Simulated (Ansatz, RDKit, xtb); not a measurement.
**C5H9FO: ranking a sample of isomers**

Which of a sample of isomers of C5H9FO is the most stable in the gas at 298.15 K, and what are its properties? The sample is small against all isomers, and the most stable one of this formula need not be in it.

The funnel: GFN2-xTB relaxations, single points with a density functional, relaxations at B3LYP-D3(BJ)/def2-SVP, harmonic vibrations (at GFN2-xTB), and a last energy at a higher level. All values are calculated.

### Step 1. Drawing up candidates

Isomers were taken from a list of plausible structures; this is a sample, not all of them. That gives 5 candidates.

```tsv
label	SMILES	spin
c044	CO[C@@H]1CC[C@H]1F	singlet
c205	CO[C@@H]1CC[C@@H]1F	singlet
c673	COC1(F)CCC1	singlet
c778	CO[C@H]1C[C@H](F)C1	singlet
c802	CO[C@H]1C[C@@H](F)C1	singlet
```

Candidates are built by distance geometry, with a force field where one applies, in up to four conformers (letters a to d).

Q: Predict the outcome of this search (final energies at CCSD(T)/def2-SVP + MP2/def2-TZVPP - MP2/def2-SVP).

| quantity | value |
| --- | --- |
| lowest structure found | COC1(F)CCC1, singlet |
| next finalist | CO[C@@H]1CC[C@H]1F, singlet, 7.3 kcal/mol higher in G |
| share at equilibrium, among the finalists | 100.0 % |

`COC1(F)CCC1` comes out lowest. The margin of 7.3 kcal/mol over the next finalist is beyond the usual error of the last level; it says nothing of structures that weren't ranked. GFN2-xTB, HF/STO-3G, r2SCAN-D4/def2-SVP, B3LYP-D3(BJ)/def2-SVP, HF/def2-SVP and MP2/def2-SVP already put its bonding pattern lowest among the structures in one piece. One minimum inside the window was never screened. Lowest found is not proven lowest: the search is finite, and each finalist counts with one conformer. Only 5 drawn patterns were tried, so whole families of isomers are missing, and the result ranks this sample alone. The lowest isomer need not be the one that is made and kept in a bottle, which depends on barriers.
